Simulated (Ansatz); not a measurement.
# AgH₄NO: ionisation energy by level of theory

One table from this session's results is given with a row withheld; the runs are named, their logs left out.

Method: unrestricted cation, the program's frozen cores in correlated methods; program: Ansatz 0.2.0, Gaussian basis.

The runs, in order: UKS PBE-D4/def2-TZVPP; UKS r2SCAN-D4/def2-TZVPP; UKS PBE0-D4/def2-TZVPP; UKS B3LYP-D4/def2-TZVPP; UKS wB97X-V/def2-TZVPP; UKS wB97M-V/def2-TZVPP; UKS B2PLYP/def2-TZVPP; UHF-CCSD(T)/def2-TZVPP; UHF-MP2/def2-QZVPP; extrapolation to the limit; then −ε(HOMO) from the neutral's earlier runs with LDA (SPW92), PBE-D4, revPBE-D4, BLYP-D4, r2SCAN-D4, B97M-V, PBE0-D4, B3LYP-D4, r2SCANh-D4, r2SCAN0-D4, HSE06-D4, BHLYP-D4, CAM-B3LYP-D4, LC-ωPBE, ωB97X-V, ωB97M-V.

## The geometry

All runs share one geometry, relaxed beforehand with PBE0-D4 in a triple-zeta def2 set. Ag takes the def2 core potential; no spin-orbit term is included.

SMILES `[NH3+][Ag-][OH]`, 7 atoms, charge 0, spin multiplicity 1.

Atoms are counted from 1 here; the program's logs count them from 0.

Bond lengths: N1–Ag2 2.137 Å, N1–H4 1.013 Å, N1–H5 1.014 Å, N1–H6 1.014 Å, Ag2–O3 1.979 Å, O3–H7 0.960 Å. Angles: Ag2–N1–H4 111.0°, Ag2–N1–H5 111.3°, Ag2–N1–H6 111.1°, H4–N1–H5 107.8°, H4–N1–H6 107.7°, H5–N1–H6 107.8°, N1–Ag2–O3 176.2°, Ag2–O3–H7 109.6°.

Coordinates:

```xyz
7
charge 0, multiplicity 1
N    -1.19500    0.65624   -0.21860
Ag    0.70135   -0.24526    0.18028
O     2.49335   -0.96756    0.60645
H    -1.88978   -0.04530   -0.44675
H    -1.13888    1.30103   -0.99853
H    -1.53038    1.17216    0.58690
H     2.55935   -1.87132    0.29024
```

Set-up of the first run:

File in.yaml:

```yaml
crystal:
  periodic: [false, false, false]
  atoms:
    - {symbol: N, position_ang: [-1.195003, 0.656241, -0.218600]}
    - {symbol: Ag, position_ang: [0.701353, -0.245257, 0.180282]}
    - {symbol: O, position_ang: [2.493346, -0.967563, 0.606455]}
    - {symbol: H, position_ang: [-1.889779, -0.045297, -0.446746]}
    - {symbol: H, position_ang: [-1.138875, 1.301029, -0.998535]}
    - {symbol: H, position_ang: [-1.530381, 1.172164, 0.586897]}
    - {symbol: H, position_ang: [2.559349, -1.871317, 0.290237]}
basis:
  gaussian: {orbitals: def2-TZVPP}
total_charge: 1
magnetization: {spin_polarized: true, initial_magnetization: 1}
hamiltonian: {xc: pbe, dispersion: d4}
```

Run with:

```bash
ansatz run in.yaml --threads 2 --pin off --events-out ev --progress --plain --max-ram 32768MiB --backend cpu
```

Among the steps run: Cation, UKS PBE-D4/def2-TZVPP; Cation, UKS r2SCAN-D4/def2-TZVPP; Cation, UKS PBE0-D4/def2-TZVPP; Cation, UKS B3LYP-D4/def2-TZVPP; Cation, UKS wB97X-V/def2-TZVPP; Cation, UKS wB97M-V/def2-TZVPP; Cation, UKS B2PLYP (frozen core)/def2-TZVPP; Cation, UHF-CCSD(T)/def2-TZVPP; Cation, UHF-MP2/def2-QZVPP.

One of the session's tables, all rows but one given; the rest of the session is left out.

It belongs to the step «Ionisation energies side by side». For comparison, −ε(HOMO) of the neutral from earlier runs:

```
  functional  −ε(HOMO) (eV)
 LDA (SPW92)           4.71
      PBE-D4           4.47
   revPBE-D4           4.38
     BLYP-D4           4.41
   r2SCAN-D4           4.68
      B97M-V           4.79
     PBE0-D4           5.89
    B3LYP-D4           5.71
  r2SCANh-D4           5.23
  r2SCAN0-D4           6.08
    HSE06-D4           5.49
    BHLYP-D4           7.34
CAM-B3LYP-D4           7.36
     LC-ωPBE              ?
     ωB97X-V           8.30
     ωB97M-V           8.30
```

Estimate the missing values for LC-ωPBE.

**Answer.** −ε(HOMO) (eV): 8.59. In the column «−ε(HOMO) (eV)» it is the highest.
